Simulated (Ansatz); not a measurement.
Working through a band structure of ZrIr2, space group Fd-3m

Program: Ansatz 0.2.0, Python API.

`zrir2.xyz`
```text
6
Lattice="0.0 3.6795 3.6795 3.6795 0.0 3.6795 3.6795 3.6795 0.0" Properties=species:S:1:pos:R:3 pbc="T T T"
Zr    0.00000000    0.00000000    0.00000000
Zr    1.83975000    1.83975000    1.83975000
Ir    4.59937500    4.59937500    4.59937500
Ir    4.59937500    2.75962500    2.75962500
Ir    2.75962500    2.75962500    4.59937500
Ir    2.75962500    4.59937500    2.75962500
```

The cells in order, each with its output:

**Cell 1**
```python
import ansatz as az
import numpy as np
```

**Cell 2**
```python
system = az.Crystal.from_extxyz('zrir2.xyz')
```

**Cell 3**
```python
# high-symmetry points in fractions of the reciprocal vectors
path = [
    ('K', (0.375, 0.375, 0.75)),
    ('G', (0.0, 0.0, 0.0)),
    ('L', (0.5, 0.5, 0.5)),
    ('W', (0.5, 0.25, 0.75)),
    ('X', (0.5, 0.0, 0.5)),
]
calc = (
    system.calculation()
    .occupations('fermi_dirac')
    .functional('mr2scan')
    .kpoints(3, 3, 3, center='gamma')
    .mixing('anderson', ndim=4, beta=0.6)
    .scf(extra_bands=6)
    .band_structure([point for _, point in path], intervals=10)
    .scf(extra_bands=8)
)
session = calc.session()
planned = session.plan(threads=1)
outcome = planned.execute()
r = outcome.report
```
Output:
```text
DeckWarning: basis.ecutwfc = 500 eV, auto-derived from the records' recommended cutoffs: set by Zr (their level for a meta-GGA)
```

**Cell 4**
```python
r['kweights']
```
Output:
```text
[0.037037037037037035, 0.2962962962962963, 0.2222222222222222, 0.4444444444444444]
```

**Cell 5**
```python
sorted(key for key in r if key.endswith('_ev'))
```
Output:
```text
['eigenvalues_ev', 'energy_sigma0_ev', 'entropy_ts_ev', 'fermi_energy_ev', 'free_energy_ev',
 'gap_by_band_count_ev', 'harris_foulkes_ev', 'internal_energy_ev', 'lagrangian_above_aufbau_ev',
 'lagrangian_ev', 'lagrangian_sigma0_ev', 'loop_eigenvalues_ev', 'loop_fermi_energy_ev',
 'occupations_fermi_energy_ev', 'residual_norms_ev']
```

**Cell 6**
```python
type(outcome).__name__, type(r).__name__
```
Output:
```text
('RunOutcome', 'dict')
```

**Cell 7**
```python
n_atoms = len(r['lattice']['sites'])
print('F =', round(r['free_energy_ev'], 4), 'eV for', n_atoms, 'atoms')
print('E(sigma -> 0) =', round(r['energy_sigma0_ev'], 4), 'eV, TS =', round(r['entropy_ts_ev'], 5), 'eV')
print('closed by', r['closed_by'], 'after', r['n_iterations'], 'iterations')

bands = outcome.band_structure()
fermi = bands.fermi_energy_ev
print(f'zero of the bands: {fermi:.3f} eV, the Fermi level found on the SCF mesh')
for spin, channel in enumerate(bands.channels):
    print('channel', spin, '- computed levels within 8 eV of the Fermi level')
    for i, (label, _) in enumerate(path):
        levels = channel.eigenvalues_ev[i * 10] - fermi
        print(f'  {label:3s}', ' '.join(f'{e:7.3f}' for e in levels if abs(e) < 8))
```
Output:
```text
F = -56189.4358 eV for 6 atoms
E(sigma -> 0) = -56189.3564 eV, TS = 0.15874 eV
closed by deck_thresholds after 9 iterations
zero of the bands: 21.162 eV, the Fermi level found on the SCF mesh
channel 0 - computed levels within 8 eV of the Fermi level
  K    -7.568  -6.700  -5.751  -5.485  -5.347  -4.975  -4.915  -4.844  -4.724  -4.623  -4.020  -3.849  -3.769  -3.648  -2.906  -2.627  -2.625  -2.402  -1.644  -1.643  -0.583  -0.093   0.306   0.510   1.213   1.363   1.960   2.242   2.774   2.937
  G    -7.626  -6.846  -6.846  -6.846  -5.223  -5.223  -5.089  -5.089  -5.089  -1.834  -1.834  -1.482  -1.482  -1.482  -1.071  -1.071  -0.966  -0.966  -0.966  -0.964  -0.964  -0.964   1.113   1.749   1.749   1.749   2.475   2.475   2.475
  L    -6.251  -6.109  -6.109  -6.054  -5.736  -4.575  -4.575  -4.121  -3.933  -3.933  -3.879  -3.685  -3.685  -3.257  -3.257  -1.186  -1.186  -1.130  -0.549  -0.549   0.027   0.027   0.511   0.511   0.622   1.904   2.474   2.568   2.568
  W    -7.076  -7.076  -5.615  -5.615  -5.138  -5.138  -5.112  -5.112  -4.405  -4.405  -4.076  -4.076  -3.395  -3.395  -3.228  -3.228  -2.273  -2.273  -1.877  -1.877  -0.190  -0.190   0.547   0.547   1.376   1.376   1.875   1.875   3.063   3.063
  X    -7.306  -7.306  -5.284  -5.284  -5.038  -5.038  -4.978  -4.978  -4.065  -4.065  -3.974  -3.974  -3.594  -3.594  -3.303  -3.303  -3.204  -3.204  -0.970  -0.970  -0.881  -0.881  -0.147  -0.147   1.491   1.491   2.549   2.549   3.226   3.226
```

Caveats:
- These settings explore the input space; cutoff and mesh may be short of convergence.
- The run is spin-unpolarised.
- The computed bands are complete only to about 2.5 eV above the Fermi level.
- For a metal this mesh is far too coarse, so the numbers only illustrate the procedure.
- A gap by band count of zero or less means overlapping bands, a metal.
- The structure is a deposited one; some such entries were measured under pressure or heat, so a shift against it needn't be the functional's error alone.
- Levels are Kohn-Sham eigenvalues on this mesh, without spin-orbit coupling.
- Warnings are shown shortened and without file and line.
- Hardware and time: 10 s on 1 thread of Arm Neoverse V2, on a shared host, peak memory 0.64 GiB.

(Lines on the test bed's own set-up are left out of the output.)
